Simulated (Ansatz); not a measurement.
# H4HfO2Se2: basis-set convergence

Aim: see how fast density functionals converge with the basis set for H4HfO2Se2.

Method: one geometry, several basis sets; program: Ansatz 0.2.0, Gaussian basis.

Levels to be run: PBE0-D4/def2-SVP; ωB97M-V/def2-SVP; PBE0-D4/def2-QZVPP; ωB97M-V/def2-QZVPP; the functionals' def2-TZVPP values are taken from earlier runs.

## (1) Structure used throughout

The geometry comes from an earlier relaxation with PBE0-D4 in a triple-zeta def2 set; it is a stationary point, not always the lowest conformer. Hf takes the def2 core potential; no spin-orbit term is included.

9 atoms, charge 0, spin multiplicity 1.

Atoms are counted from 1 here; the program's logs count them from 0.

Bond lengths: O1–Hf2 1.903 Å, O1–H6 0.952 Å, Hf2–O3 1.897 Å, Hf2–Se4 2.599 Å, Hf2–Se5 2.595 Å, O3–H7 0.952 Å, Se4–H8 1.471 Å, Se5–H9 1.472 Å. Angles: Hf2–O1–H6 164.5°, O1–Hf2–O3 116.6°, O1–Hf2–Se4 106.5°, O1–Hf2–Se5 109.7°, O3–Hf2–Se4 108.8°, O3–Hf2–Se5 103.6°, Se4–Hf2–Se5 111.7°, Hf2–O3–H7 166.9°, Hf2–Se4–H8 88.6°, Hf2–Se5–H9 89.8°.

## (2) PBE0-D4 in def2-SVP

Input file in.yaml:

```yaml
crystal:
  periodic: [false, false, false]
  atoms:
    - {symbol: O, position_ang: [-1.637496, -0.505488, 0.006790]}
    - {symbol: Hf, position_ang: [0.212530, -0.103107, -0.187041]}
    - {symbol: O, position_ang: [1.115468, -0.932721, -1.634858]}
    - {symbol: Se, position_ang: [0.384219, 2.475805, -0.461639]}
    - {symbol: Se, position_ang: [1.513190, -0.932540, 1.899564]}
    - {symbol: H, position_ang: [-2.488981, -0.931729, 0.006177]}
    - {symbol: H, position_ang: [1.367317, -1.390057, -2.431358]}
    - {symbol: H, position_ang: [-0.997499, 2.584989, 0.032266]}
    - {symbol: H, position_ang: [0.531254, -0.265172, 2.770100]}
basis:
  gaussian: {orbitals: def2-SVP}
hamiltonian: {xc: pbe0, dispersion: d4}
output: {orbitals: {seedname: orbitals}}
```

Run with:

```
$ ansatz run in.yaml --threads 4 --pin off --events-out ev --progress --plain --max-ram 10444MiB
```

Further steps of the session: ωB97M-V in def2-SVP; PBE0-D4 in def2-QZVPP; ωB97M-V in def2-QZVPP.

**Question.** What will the summary of the whole plan be? Wanted: PBE0-D4: double and triple zeta above quadruple; ωB97M-V: double and triple zeta above quadruple.

As calculated:

| quantity | value |
| --- | --- |
| PBE0-D4: double and triple zeta above quadruple | 24.55, 3.00 eV |
| ωB97M-V: double and triple zeta above quadruple | 24.52, 2.90 eV |

What this shows: For PBE0-D4 the step from double to triple zeta gains 21.55 eV and the next only 3.00 eV. Total energies overstate the basis error of differences, where much of it tends to cancel. The LUMO of ωB97M-V is positive and keeps falling with the basis (1.00 to 0.32 eV): an unbound level that the basis holds in place.
